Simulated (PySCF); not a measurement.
# Ways to converge the SCF of InSe

Aim: find out which solver settings change the answer for InSe.

Method: each script names its method and basis; program: PySCF 2.14.0.

5 further runs of the same task are left out: 2 for a known fault of the program, 3 that didn't finish.

## 1. Where the work starts

InSe: 2 atoms, charge 0, spin multiplicity 2.

Bond lengths: In1–Se2 2.630 Å.

## 2. The base run

Contents of input.py:

```python
from pyscf import gto, scf, mp

mol = gto.M(
    atom='In 0 0 0; Se 0 0 2.63',
    basis='sbkjc',
    ecp={'In': 'sbkjc', 'Se': 'sbkjc'},
    charge=0,
    spin=1,
    verbose=3,
)
mf = scf.UHF(mol)
mf.kernel()
mp.MP2(mf).kernel()
mf.dip_moment()
print('orbital energies (hartree):', [e[max(0, n-3):n+3].round(4) for e, n in zip(mf.mo_energy, mol.nelec)])
```

Started as:

```
$ OMP_NUM_THREADS=1 python input.py
```

Its log is not repeated here.

It gives: E(SCF) = -197.422920 Eh, E(MP2) − E(SCF) = -0.22202 Eh, ⟨S²⟩ = 0.799, μ = 5.99 D (of the SCF density).

The bond length is a typed value, not an optimised one.

## 3. Damping 0.2

Edit 1 changes damping: none → 0.2.

Contents of input.py:

```python
from pyscf import gto, scf, mp

mol = gto.M(
    atom='In 0 0 0; Se 0 0 2.63',
    basis='sbkjc',
    ecp={'In': 'sbkjc', 'Se': 'sbkjc'},
    charge=0,
    spin=1,
    verbose=3,
)
mf = scf.UHF(mol)
mf.damp = 0.2
mf.diis_start_cycle = 8
mf.kernel()
mp.MP2(mf).kernel()
mf.dip_moment()
print('orbital energies (hartree):', [e[max(0, n-3):n+3].round(4) for e, n in zip(mf.mo_energy, mol.nelec)])
```

Started as:

```
$ OMP_NUM_THREADS=1 python input.py
```

## 4. Initial guess random

Edit 2 changes initial guess: minao → random.

Changes to input.py since step 2:

```diff
@@ -11,2 +11,3 @@
 mf = scf.UHF(mol)
+mf.init_guess = 'random'
 mf.kernel()
```

## 5. Point-group symmetry on

Edit 3 changes point-group symmetry: off → on.

Changes to input.py since step 2:

```diff
@@ -8,2 +8,3 @@
     spin=1,
+    symmetry=True,
     verbose=3,
```

## 6. Initial guess sap

Edit 4 changes initial guess: minao → sap.

Changes to input.py since step 2:

```diff
@@ -11,2 +11,3 @@
 mf = scf.UHF(mol)
+mf.init_guess = 'sap'
 mf.kernel()
```

Before running it: what results should come out? Wanted: for each run, E(SCF); from base; SCF dipole; after the SCF.

**Answer**, as computed:

```csv
run,E(SCF) (hartree),from base (eV),SCF dipole (D),after the SCF
base,-197.422920,0,5.99,MP2 correlation -6.041 eV
damping 0.2,-197.422920,0.0000,5.99,MP2 correlation -6.041 eV
initial guess random,-197.422920,0.0000,5.99,MP2 correlation -6.041 eV
point-group symmetry on,-197.422920,0.0000,5.99,MP2 correlation -6.041 eV
initial guess sap,-197.435366,-0.3387,3.59,MP2 correlation -5.944 eV
```

**Reading.** The SCF energy stays the same, to the digits that matter, with damping 0.2 or initial guess random or point-group symmetry on. PySCF falls back to minao for a guess that it doesn't know or can't read, so that run repeats the base. With initial guess sap the SCF ends in another solution, 0.34 eV lower: the path to self-consistency decides the state here.
